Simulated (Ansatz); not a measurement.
# Cl₄Ga (charge -1), SMILES [Cl][Ga-]([Cl])([Cl])[Cl]: a geometry optimisation

Computed with the Python package of Ansatz (0.2.0).

`cl4ga.xyz`
```text
5

Cl   -1.00722   -0.08883    1.92110
Ga    0.00046    0.00044    0.00019
Cl    1.68067   -1.37447   -0.00060
Cl   -1.39055   -0.55698   -1.57078
Cl    0.71663    2.01984   -0.34991
```

Notebook, run cell by cell (the value of a cell's last expression is shown):

In [1]:
```python
import itertools

import ansatz
from ase.data import atomic_numbers, covalent_radii
import numpy as np

system = ansatz.Crystal.molecule_from_extxyz("cl4ga.xyz")
```

In [2]:
```python
base = (
    system.calculation()
    .basis(gaussian="def2-SVP")
    .functional("hf")
    .charge(-1)
)
symbols = [site.symbol for site in system.cartesian_sites]
start = np.array([site.position_ang for site in system.cartesian_sites], dtype=float)
def progress(event):
    if event["event"] == "relax_step":
        row = event["data"]
        print(f"step {row['step']:3d}  E = {row['lagrangian_ev']:.6f} eV  largest force component {row['allowed_force_max_ev_ang']:.4f} eV/A")


report = base.relax(force_tolerance=0.02).session().plan().execute(on_event=progress).report
end = np.array(report["positions_ang"])
```
```text
step   1  E = -102335.437516 eV  largest force component 0.7725 eV/A
step   2  E = -102335.514008 eV  largest force component 0.0468 eV/A
step   3  E = -102335.514308 eV  largest force component 0.0023 eV/A
```

In [3]:
```python
print("reference energy %16.6f eV" % report["reference_energy_ev"])
print("total energy     %16.6f eV" % report["free_energy_ev"])
print("occupied orbitals outside the frozen core (up, down):", report["n_occupied"], " frozen:", report["n_frozen"], " virtual:", report["n_virtual"])
```
```text
reference energy   -102335.514308 eV
total energy       -102335.514308 eV
occupied orbitals outside the frozen core (up, down): [50, 50]  frozen: 0  virtual: [54, 54]
```

In [4]:
```python
radius = [covalent_radii[atomic_numbers[s]] for s in symbols]
span = lambda where, i, j: np.linalg.norm(where[i] - where[j])
bonded = [(i, j) for i, j in itertools.combinations(range(len(symbols)), 2) if min(span(start, i, j), span(end, i, j)) < 1.2 * (radius[i] + radius[j])]
print("pair        before    after (A)")
for i, j in bonded:
    print(f"{symbols[i]}{i}-{symbols[j]}{j}".ljust(10), f"{span(start, i, j):8.4f} {span(end, i, j):8.4f}")
```
```text
pair        before    after (A)
Cl0-Ga1      2.1710   2.2186
Ga1-Cl2      2.1711   2.2186
Ga1-Cl3      2.1711   2.2186
Ga1-Cl4      2.1710   2.2186
```

In [5]:
```python
charges = report["charge_distribution"]
print("dipole moment", round(4.803205 * float(np.linalg.norm(charges["dipole_moment_e_ang"])), 3), "D")
print("Mulliken:", [(s, round(q, 3)) for s, q in zip(symbols, charges["mulliken_charges_e"])])
with open("cl4ga_opt.xyz", "w") as handle:
    handle.write(f"{len(symbols)}\nrelaxed Cl4Ga(-)\n")
    handle.writelines(f"{s:2s} {x:11.6f} {y:11.6f} {z:11.6f}\n" for s, (x, y, z) in zip(symbols, end))
```
```text
dipole moment 0.001 D
Mulliken: [('Cl', -0.484), ('Ga', 0.938), ('Cl', -0.484), ('Cl', -0.484), ('Cl', -0.484)]
```

It writes `cl4ga_opt.xyz`:
```text
5
relaxed Cl4Ga(-)
Cl   -1.028653   -0.090311    1.963598
Ga    0.000056    0.000053    0.000019
Cl    1.717465   -1.404423   -0.000433
Cl   -1.420901   -0.569020   -1.605930
Cl    0.732022    2.063701   -0.357255
```

What to keep in mind:
- The settings weren't tested for convergence.
- The end point is the stationary point reached from this start; no frequency run checks that it is a minimum, and the basis set is modest.
- An ion's dipole depends on the origin; the program takes it about the centre of nuclear charge.
- Anions want diffuse functions, which this basis lacks.
- Wall time of the script: 13 s on 1 thread of Arm Neoverse V1, on a shared host, peak memory 0.33 GiB.
